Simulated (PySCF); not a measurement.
# B at other levels of theory

What do other methods print for B?

The runs use PySCF 2.14.0; each script names its method and basis.

### 1 The atom

B: 1 atom, charge 0, spin multiplicity 2.

### 2 The run that the others are compared with

Input file input.py:

```python
from pyscf import gto, scf, mp

mol = gto.M(
    atom='B 0 0 0',
    basis='cc-pcvtz',
    charge=0,
    spin=1,
    verbose=3,
)
mf = scf.UHF(mol)
mf.kernel()
mp.MP2(mf).kernel()
mf.dip_moment()
print('orbital energies (hartree):', [e[max(0, n-3):n+3].round(4) for e, n in zip(mf.mo_energy, mol.nelec)])
```

Run with:

```sh
python input.py
```

### 3 SCF alone

Variant 1 changes step after the SCF: mp2 → none.

Edit input.py of step 2 so:

```diff
@@ -1,2 +1,2 @@
-from pyscf import gto, scf, mp
+from pyscf import gto, scf
 
@@ -11,3 +11,2 @@
 mf.kernel()
-mp.MP2(mf).kernel()
 mf.dip_moment()
```

### 4 EOM-IP

Variant 2 changes step after the SCF: mp2 → eomip; frozen orbitals: none → 1; number of roots: none → 3.

Edit input.py of step 2 so:

```diff
@@ -1,2 +1,2 @@
-from pyscf import gto, scf, mp
+from pyscf import gto, scf, cc
 
@@ -11,3 +11,6 @@
 mf.kernel()
-mp.MP2(mf).kernel()
+mycc = cc.CCSD(mf, frozen=1)
+mycc.kernel()
+e = mycc.ipccsd(nroots=3)[0]
+print('roots (eV) =', (e*27.211386).round(3))
 mf.dip_moment()
```

### 5 CASCI (ROHF)

Variant 3 changes step after the SCF: mp2 → casci; SCF type: UHF → ROHF; active space: none → 1 electrons in 8 orbitals.

Input file input.py:

```python
from pyscf import gto, scf, mcscf

mol = gto.M(
    atom='B 0 0 0',
    basis='cc-pcvtz',
    charge=0,
    spin=1,
    verbose=3,
)
mf = scf.ROHF(mol)
mf.kernel()
mc = mcscf.CASCI(mf, 8, 1)
mc.kernel()
mc.analyze()
mf.dip_moment()
print('orbital energies (hartree):', mf.mo_energy[..., max(0, mol.nelec[1]-3):mol.nelec[0]+3].round(4))
```

### 6 NEVPT2 (ROHF)

Variant 4 changes step after the SCF: mp2 → nevpt2; SCF type: UHF → ROHF; active space: none → 3 electrons in 4 orbitals.

Input file input.py:

```python
from pyscf import gto, scf, mcscf, mrpt

mol = gto.M(
    atom='B 0 0 0',
    basis='cc-pcvtz',
    charge=0,
    spin=1,
    verbose=3,
)
mf = scf.ROHF(mol)
mf.kernel()
mc = mcscf.CASSCF(mf, 4, 3)
mc.kernel()
mc.analyze()
mrpt.NEVPT(mc).kernel()
mf.dip_moment()
print('orbital energies (hartree):', mf.mo_energy[..., max(0, mol.nelec[1]-3):mol.nelec[0]+3].round(4))
```

### 7 MP2

Variant 5 changes frozen orbitals: none → 1.

Edit input.py of step 2 so:

```diff
@@ -11,3 +11,3 @@
 mf.kernel()
-mp.MP2(mf).kernel()
+mp.MP2(mf, frozen=1).kernel()
 mf.dip_moment()
```

Q: Predict the outcome of this session. Wanted: for each run, E(SCF); from base; gap, α spin; after the SCF.

As calculated:

```csv
run,E(SCF) (hartree),from base (eV),"gap, α spin (eV)",after the SCF
base,-24.532094,0,9.92,MP2 correlation -2.402 eV
SCF alone,-24.532094,0.0000,9.92,n/a
EOM-IP,-24.532094,0.0000,9.92,"CCSD correlation -1.775 eV, core frozen, first root 8.29 eV"
CASCI (ROHF),-24.528157,+0.1071,n/a,CASCI correlation 0.000 eV (this space leaves nothing to correlate)
NEVPT2 (ROHF),-24.528157,+0.1071,n/a,"NEVPT2 correlation -2.863 eV (from the SCF energy, the CASSCF gain included)"
MP2,-24.532094,0.0000,9.92,"MP2 correlation -1.220 eV, core frozen"
```

In words: Total energies from different bases, Hamiltonians or methods carry different errors, so properties are taken as differences within one set-up.
